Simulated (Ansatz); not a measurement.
# Ta2N: tests of the settings

This session on Ta2N sets out to sweep the k-point mesh shifted by half a step.

Computed with Ansatz 0.2.0 (DFT PBEsol, scalar-relativistic, plane waves, PAW, unless a step's input says otherwise).

3 further runs of the same task are left out: 3 for a known fault of the program. Runs told in other sessions of the task aren't counted.

## Step 1: The system as given

The structure is trigonal, space group P-31m (No. 162). The conventional cell has a = 5.297 Å, b = 5.297 Å, c = 4.939 Å, α = 90.00°, β = 90.00°, γ = 120.00°. Ta (site symmetry m) is surrounded by 3 N at 2.15 to 2.16 Å. N (site symmetry 32) is surrounded by 6 Ta at 2.16 Å. Around N (site symmetry -3m) lie 6 Ta at 2.15 Å.

As a file:

```
CELL_PARAMETERS angstrom
5.29657 0.00000 0.00000
-2.64829 4.58697 0.00000
0.00000 0.00000 4.93918
ATOMIC_POSITIONS crystal
Ta 0.66636 0.66636 0.75362
Ta 0.00000 0.33364 0.75362
Ta 0.33364 0.00000 0.75362
Ta 0.33364 0.33364 0.24638
Ta 0.00000 0.66636 0.24638
Ta 0.66636 0.00000 0.24638
N 0.66667 0.33333 0.50000
N 0.33333 0.66667 0.50000
N 0.00000 0.00000 0.00000
```

The structure comes from the Materials Project (structure only); it is used as listed.

## Step 2: The base input

input.yaml reads:

```yaml
crystal:
  lattice:
    - [5.2965720514, 0.0, 0.0]
    - [-2.6482860257, 4.5869659495, 0.0]
    - [0.0, 0.0, 4.9391825701]
  atoms:
    - { symbol: Ta, position: [0.66636167, 0.66636167, 0.75361826] }
    - { symbol: Ta, position: [0.0, 0.33363833, 0.75361826] }
    - { symbol: Ta, position: [0.33363833, 0.0, 0.75361826] }
    - { symbol: Ta, position: [0.33363833, 0.33363833, 0.24638174] }
    - { symbol: Ta, position: [0.0, 0.66636167, 0.24638174] }
    - { symbol: Ta, position: [0.66636167, 0.0, 0.24638174] }
    - { symbol: "N", position: [0.66666667, 0.33333333, 0.5] }
    - { symbol: "N", position: [0.33333333, 0.66666667, 0.5] }
    - { symbol: "N", position: [0.0, 0.0, 0.0] }
basis:
  ecutwfc: 420
kpoints:
  mp_grid: { grid: [12, 12, 8] }
hamiltonian:
  xc: pbesol
scf:
  occupations: { method: gaussian, width: 0.1 }
output:
  forces: true
  stress: true
  eigenvalues: true
  populations: true
  write_density: true
  write_potential: true
  elf: true
  volumetric_format: npy
```

Its results, from an earlier run: -6664.8772 eV/atom at zero smearing, pressure -5.29 GPa, largest force 0.137 eV/Å, no gap on the mesh, in 7 SCF cycles and 69 s.

## Step 3: K-point mesh shifted by half a step set to 6×6×4

input.yaml reads:

```yaml
crystal:
  lattice:
    - [5.2965720514, 0.0, 0.0]
    - [-2.6482860257, 4.5869659495, 0.0]
    - [0.0, 0.0, 4.9391825701]
  atoms:
    - { symbol: Ta, position: [0.66636167, 0.66636167, 0.75361826] }
    - { symbol: Ta, position: [0.0, 0.33363833, 0.75361826] }
    - { symbol: Ta, position: [0.33363833, 0.0, 0.75361826] }
    - { symbol: Ta, position: [0.33363833, 0.33363833, 0.24638174] }
    - { symbol: Ta, position: [0.0, 0.66636167, 0.24638174] }
    - { symbol: Ta, position: [0.66636167, 0.0, 0.24638174] }
    - { symbol: "N", position: [0.6666666667, 0.3333333333, 0.5] }
    - { symbol: "N", position: [0.3333333333, 0.6666666667, 0.5] }
    - { symbol: "N", position: [0.0, 0.0, 0.0] }
basis:
  ecutwfc: 420
kpoints:
  mp_grid: { grid: [6, 6, 4], shift: [0.5, 0.5, 0.5] }
hamiltonian:
  xc: pbesol
scf:
  occupations: { method: gaussian, width: 0.1 }
output:
  forces: true
  stress: true
  eigenvalues: true
```

Run with:

```bash
$ ansatz run input.yaml --threads 2 --pin off --max-ram 5120MiB --backend cpu --events-out ev --progress --plain --runs-dir out
```

## Step 4: K-point mesh shifted by half a step set to 6×6×6

Changes to input.yaml since step 3:

```diff
@@ -18,3 +18,3 @@
 kpoints:
-  mp_grid: { grid: [6, 6, 4], shift: [0.5, 0.5, 0.5] }
+  mp_grid: { grid: [6, 6, 6], shift: [0.5, 0.5, 0.5] }
 hamiltonian:
```

## Step 5: K-point mesh shifted by half a step: 6×6×8

Changes to input.yaml since step 4:

```diff
@@ -18,3 +18,3 @@
 kpoints:
-  mp_grid: { grid: [6, 6, 6], shift: [0.5, 0.5, 0.5] }
+  mp_grid: { grid: [6, 6, 8], shift: [0.5, 0.5, 0.5] }
 hamiltonian:
```

(Steps that only read results are left out.)

Q: Predict the outcome of the series: the values and the trend.

**Answer**, as computed:

```
                                                 quantity                   value
largest energy shift, k-point mesh shifted by half a step  5.04 meV/atom at 6×6×4
```

In words: The densest shifted mesh lands 0.13 meV/atom from the base run. The shift lowers the symmetry that the mesh keeps. The runs treat Ta without spin-orbit coupling. The final runs have no spin polarisation, so a magnetic state may lie lower.
